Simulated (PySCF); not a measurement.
# C4H2FNO2S: electronic excitations

Wanted: the electronic excitations of C4H2FNO2S (`O=COc1ncsc1F`), by calculation.

Computed with PySCF 2.14.0, with density-fitted response routines of our own, on a single molecule in the gas phase. Atoms are numbered from 0 throughout.

## Step 1: Starting geometry

11 atoms, charge 0, multiplicity 1; geometry from: GFN2-xTB.

Bonds of the start (Å): O0–C1 1.19, C1–O2 1.34, O2–C3 1.37, C3–N4 1.35, N4–C5 1.28, C5–S6 1.73, S6–C7 1.73, C7–F8 1.32, C7–C3 1.37, C1–H9 1.10, C5–H10 1.07.

## Step 2: Excited states and response: PBE0/def2-SVPD

The job: settings as JSON, then the geometry in Å.

```
{"job": {"kind": "uv", "xc": "PBE0", "basis": "def2-SVPD", "nstates": 8, "ntriplets": 3}, "charge": 0, "multiplicity": 1}
O      2.123060     0.185300     1.193601
C      2.236506     0.029396     0.020407
O      1.241846    -0.126717    -0.863441
C     -0.048281    -0.081436    -0.401038
N     -0.881178    -1.117694    -0.636731
C     -2.051135    -0.910348    -0.157517
S     -2.271729     0.603828     0.658346
C     -0.620298     0.950252     0.296666
F     -0.055197     2.098253     0.638356
H      3.186160    -0.014220    -0.533748
H     -2.854329    -1.613943    -0.240864
```

Method: TDDFT PBE0/def2-SVPD, vertical, gas phase, core orbitals frozen in the response.

Run with:

```console
$ OMP_NUM_THREADS=1 python probes_run.py task.json out
```

This one command runs all jobs of the session in turn.

Predict these results of the whole session: lowest singlet (PBE0/def2-SVPD); brightest single state of those computed; lowest triplet.

The runs gave:

| quantity | value |
| --- | --- |
| lowest singlet (PBE0/def2-SVPD) | 5.39 eV (230 nm), f = 0.021 |
| brightest single state of those computed | state 6, 6.44 eV, f = 0.056 |
| lowest triplet | 3.62 eV |

In words: The lowest singlet, at 5.39 eV, is HOMO→LUMO+1 0.44, HOMO→LUMO 0.39 and is weak; of the 8 states computed, the strongest absorption comes from state 6 at 6.44 eV. The lowest triplet lies 1.77 eV below the lowest singlet (triplets in Tamm-Dancoff, singlets in full TDDFT).
